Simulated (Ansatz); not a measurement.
# EuCuO2: the cost of one run

Program: Ansatz 0.2.0. Level of theory: DFT r²SCAN+U (U_eff = 3 eV on Eu f), plane waves, PAW, no spin–orbit coupling unless a run says so. These are calculated values, not measurements.

## (1) The starting structure

It takes space group R-3m (No. 166, trigonal). Conventional cell: a = 3.457 Å, b = 3.457 Å, c = 18.824 Å, α = 90.00°, β = 90.00°, γ = 120.00°. Cu (site symmetry -3m) is surrounded by 6 O at 2.74 Å. Eu (site symmetry -3m) has 6 O at 2.36 Å as nearest neighbours. O (site symmetry 3m) has 3 Eu at 2.36 Å and 3 Cu at 2.74 Å as nearest neighbours.

Structure file:

```xyz
4
Lattice="1.7284 0.9979 6.2747 -1.7284 0.9979 6.2747 0.0000 -1.9958 6.2747" Properties=species:S:1:pos:R:3 pbc="T T T"
Cu    0.0000    0.0000    9.4120
Eu    0.0000    0.0000    0.0000
O     0.0000    0.0000    5.0204
O     0.0000    0.0000   13.8036
```

Magnetic order typed: ferromagnetic.

## (2) From atoms, symmetry kept, no search

input.yaml reads:

```yaml
crystal:
  lattice:
    - [1.72837404, 0.99787722, 6.27465731]
    - [-1.72837404, 0.99787722, 6.27465731]
    - [0.0, -1.99575444, 6.27465731]
  atoms:
    - { symbol: Cu, position: [0.5, 0.5, 0.5] }
    - { symbol: Eu, position: [0.0, 0.0, 0.0], spin: 6.0 }
    - { symbol: O, position: [0.2667, 0.2667, 0.2667] }
    - { symbol: O, position: [0.7333, 0.7333, 0.7333] }
basis:
  ecutwfc: 500
  ecutrho_ratio: 4
kpoints:
  mp_grid: { grid: [6, 6, 6] }
hamiltonian:
  xc: r2scan
  hubbard: { sites: [{ site: 1, l: f, u_eff: 3.0 }] }
scf:
  occupations: { method: gaussian, width: 0.05 }
  lower_state_search: "off"
  max_iter: 150
output:
  forces: true
  stress: true
  eigenvalues: true
  populations: true
  hubbard: { sites: [{ site: 1, l: f }] }
magnetization:
  spin_polarized: true
```

Run with:

```
$ ansatz run input.yaml --threads 4 --pin off --max-ram 6144MiB --backend cpu --events-out ev --progress --plain --runs-dir out
```

**Question.** How long does this run take on 4 threads of Arm Neoverse V1, shared host, and how much memory does it need?

About 24 s, with a peak of 0.74 GiB.
